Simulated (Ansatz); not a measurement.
**GaPHS (doublet): wave-function methods side by side at distance P1–Ga2 = 2.539 Å, cc-pVDZ**

One table from this session's results is given with a row withheld; the runs are named, their logs left out.

Computed with Ansatz 0.2.0, Gaussian basis. Level: cc-pVDZ, core rule «outside noble gas», up to 24 orbitals frozen.

Plan: UHF; CCSD(T) on ROHF; CCSD(T) on UHF; BCCD(T) on ROHF; CISD; CCSDT(Q) on ROHF; CCSDT(Q) on UHF; CASSCF and MRCISD+Q, 3 electrons in 3 orbitals; CASSCF and NEVPT2, 3 electrons in 3 orbitals.

49 further runs of the same task are left out: 7 for a known fault of the program, 4 for a mislabelled method, 30 that didn't finish, 8 set aside as unsound or not needed.

## What is computed

The geometry derives from a PBE0/def2-TZVP stationary point (not a proven minimum). One bond is set to the value named and the two fragments are kept rigid. No spin-orbit coupling is included. The filled d shell of Ga may be among the frozen orbitals whatever the setting's name suggests; the logs give the count.

4 atoms, charge 0, spin multiplicity 2.

Atoms are counted from 1 here; the program's logs count them from 0.

Bond lengths: P1–Ga2 2.539 Å, P1–H4 1.428 Å, Ga2–S3 2.019 Å. Angles: Ga2–P1–H4 89.2°, P1–Ga2–S3 178.3°.

As a file:

```xyz
4
charge 0, multiplicity 2
P     0.0000   -0.4042    1.7657
Ga    0.0000   -0.3151   -0.7718
S     0.0000   -0.3037   -2.7908
H     0.0000    1.0230    1.7969
```

The first run:

in.yaml

```yaml
crystal:
  periodic: [false, false, false]
  atoms:
    - {symbol: P, position_ang: [-0.000004, -0.404237, 1.765666]}
    - {symbol: Ga, position_ang: [0.000010, -0.315064, -0.771768]}
    - {symbol: S, position_ang: [-0.000003, -0.303699, -2.790817]}
    - {symbol: H, position_ang: [-0.000003, 1.023000, 1.796919]}
basis:
  gaussian: {orbitals: cc-pVDZ}
magnetization: {spin_polarized: true, initial_magnetization: 1}
hamiltonian: {xc: hf}
output: {orbitals: {seedname: orbitals}}
```

Command:

```bash
$ ansatz run in.yaml --threads 1 --pin off --events-out ev --progress --plain --max-ram 2393MiB
```

Steps of the session up to this table: UHF; CCSD(T) on ROHF; CCSD(T) on UHF; BCCD(T) on ROHF; CISD; CCSDT(Q) on ROHF; CCSDT(Q) on UHF; CASSCF and MRCISD+Q, 3 electrons in 3 orbitals; CASSCF and NEVPT2, 3 electrons in 3 orbitals.

One of the session's tables, all rows but one given; the rest of the session is left out.

| method | from UCCSDT(Q) (kJ/mol) |
| --- | --- |
| ROHF | +878.1 |
| UHF | +866.2 |
| RMP2 | +137.5 |
| UMP2 | +138.8 |
| RCCSD | +44.4 |
| UCCSD | ? |
| RCCSD(T) | +8.2 |
| UCCSD(T) | +8.3 |
| BCCD(T) | +8.1 |
| RCCSDT | +3.6 |
| UCCSDT | +3.5 |
| RCCSDT(Q) | +1.0 |
| UCCSDT(Q) | 0 |

Estimate the missing values for UCCSD.

As computed: from UCCSDT(Q) (kJ/mol): +44.0. In the column «from UCCSDT(Q) (kJ/mol)» it lies between UCCSD(T) (+8.3) and RCCSD (+44.4).

Not comparable, so not listed: CISD (they don't share determinant, frozen orbitals or solution with the rows shown, or repeat one).

Caveats from the session: Left out of the table: CASSCF pair, NEVPT2 pair, MRCISD pair, MRCISD+Q pair (the active space lost an orbital or holds another state than full CI finds). Restricted and unrestricted rows rest on different reference determinants; where their highest levels disagree by more than a few hundredths of an eV, they describe different states and don't form one ladder. Warnings in the runs' records: passed over end.
